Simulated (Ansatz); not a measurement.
# TiZn3: the cost of one run

Computed with Ansatz 0.2.0 (DFT r2SCAN, scalar-relativistic, plane waves, PAW, unless a step's input says otherwise).

1 further run of the same task is left out (set aside as unsound or not needed).

### 1 The structure to begin with

Symmetry: Pm-3m, No. 221, cubic system. The conventional cell has a = 3.879 Å, b = 3.879 Å, c = 3.879 Å, α = 90.00°, β = 90.00°, γ = 90.00°. Ti (site symmetry m-3m) is surrounded by 12 Zn at 2.74 Å. Zn (site symmetry 4/mmm) is surrounded by 4 Ti at 2.74 Å and 8 Zn at 2.74 Å.

As a file:

```cif
data_structure
_symmetry_space_group_name_H-M 'Pm-3m'
_symmetry_Int_Tables_number 221
_cell_length_a 3.8786
_cell_length_b 3.8786
_cell_length_c 3.8786
_cell_angle_alpha 90.000
_cell_angle_beta 90.000
_cell_angle_gamma 90.000
_cell_volume 58.35
loop_
_atom_site_label
_atom_site_type_symbol
_atom_site_symmetry_multiplicity
_atom_site_Wyckoff_symbol
_atom_site_fract_x
_atom_site_fract_y
_atom_site_fract_z
_atom_site_occupancy
Ti1 Ti 1 a 0.00000 0.00000 0.00000 1
Zn1 Zn 3 c 0.00000 0.50000 0.50000 1
```

It is the result of an earlier relaxation at this level (volume 14.59 Å³/atom; gap on the mesh: none (metal)).

### 2 Relaxing at -1 GPa

Contents of input.yaml:

```yaml
crystal:
  lattice:
    - [3.8910471211, 0.0, 0.0]
    - [0.0, 3.8910471211, 0.0]
    - [0.0, 0.0, 3.8910471211]
  atoms:
    - { symbol: Ti, position: [0.0, 0.0, 0.0] }
    - { symbol: Zn, position: [0.0, 0.5, 0.5] }
    - { symbol: Zn, position: [0.5, 0.0, 0.5] }
    - { symbol: Zn, position: [0.5, 0.5, 0.0] }
basis:
  ecutwfc: 500
kpoints:
  mp_grid: { grid: [10, 10, 10] }
hamiltonian:
  xc: r2scan
scf:
  occupations: { method: gaussian, width: 0.1 }
output:
  forces: true
  stress: true
  eigenvalues: true
relax:
  adjacent_minimum: "off"
  f_tol: 0.008
  max_steps: 50
  cell: { stress_tol: 0.08, p_target: -1.0 }
```

Started as:

```
$ ansatz run input.yaml --threads 1 --pin off --max-ram 2560MiB --backend cpu --events-out ev --progress --plain --runs-dir out
```

What time and memory should one allow on 1 thread of Arm Neoverse V1, shared host?

About 33 s, with a peak of 0.52 GiB.
